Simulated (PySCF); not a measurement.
# The bond of BeS, level by level

One job finds the state of BeS, follows it along the bond with each method and fits the curves.

Computed with PySCF 2.14.0. Level: Be 6-311G(d,p), S 6-311G(d,p), no relativity.

## Step 1: Input

A driver script around PySCF takes these settings:

| Property | Result |
| --- | --- |
| atoms | Be, S |
| charge | 0 |
| basis | Be 6-311G(d,p), S 6-311G(d,p) |
| Hamiltonian | no relativity |
| basis functions | 44 |
| electrons treated | 20 |
| masses in u | 9.0122, 31.9721 |
| levels | PBE0, PBE, r²SCAN, BP86, PW91, TPSSh, CAM-B3LYP, HF, MP2, SCS-MP2, CCSD, CCSD(T) |
| grid | 80 radial by 434 angular points |
| occupations | held fixed by the projection of orbital angular momentum |
| dissociation limit | Be + S, each in its ground configuration |
| starting distance in angstrom | 1.945 |
| values of 2S to try | 0, 2 |

Command:

```bash
$ OMP_NUM_THREADS=1 python dia.py task.json out
```

After this run come: The PBE0 curve of the state that the search chose; Excited determinants; PBE (GGA); r²SCAN (meta-GGA); BP86 (GGA); PW91 (GGA); TPSSh; CAM-B3LYP (range-separated hybrid); RHF; Adding correlation.

Q: Predict the outcome of this session. Wanted: for each run, Re; ωe; De; μ.

**Answer**, as computed:

Lowest PBE0 solution found, without spin–orbit coupling: ¹Σ⁺ (singlet), closed shell. State 2 has its PBE0 minimum 0.67 eV higher. State 3 has its PBE0 minimum 0.71 eV higher, as a spin-mixed determinant (⟨S²⟩ = 1.01), so this is no gap between pure states. The other levels ran on the lowest alone.

| level | Re (Å) | ωe (cm⁻¹) | De (eV) | μ (D) |
| --- | --- | --- | --- | --- |
| RHF | 1.729 | 1066 | 1.69 | -6.57 |
| RHF-MP2 | 1.751 | 1009 | 3.24 | n/a |
| RHF-SCS-MP2 | 1.751 | 1006 | 3.00 | n/a |
| RHF-CCSD | 1.746 | 1018 | 2.63 | n/a |
| RHF-CCSD(T) | 1.758 | 986 | 2.86 | n/a |
| PBE | 1.756 | 986 | 3.78 | -5.14 |
| PW91 | 1.754 | 986 | 3.80 | -5.14 |
| BP86 | 1.758 | 980 | 3.73 | -5.18 |
| r²SCAN | 1.747 | 1016 | 3.73 | -5.55 |
| TPSSh | 1.746 | 1007 | 3.47 | -5.48 |
| PBE0 | 1.740 | 1026 | 3.51 | -5.61 |
| CAM-B3LYP | 1.729 | 1043 | 3.32 | -5.75 |

De is counted to Be + S in their ground configurations. A positive dipole means Be(−)S(+).

The methods spread over 0.029 Å in bond length, from RHF to RHF-CCSD(T). Of the levels with a De here, RHF gives the least (1.69 eV) and PW91 the most (3.80 eV).

Correlated steps freeze 5 core orbitals. T1 is 0.030 near the minimum (highest on the curve 0.041), which may point to more than one leading configuration.
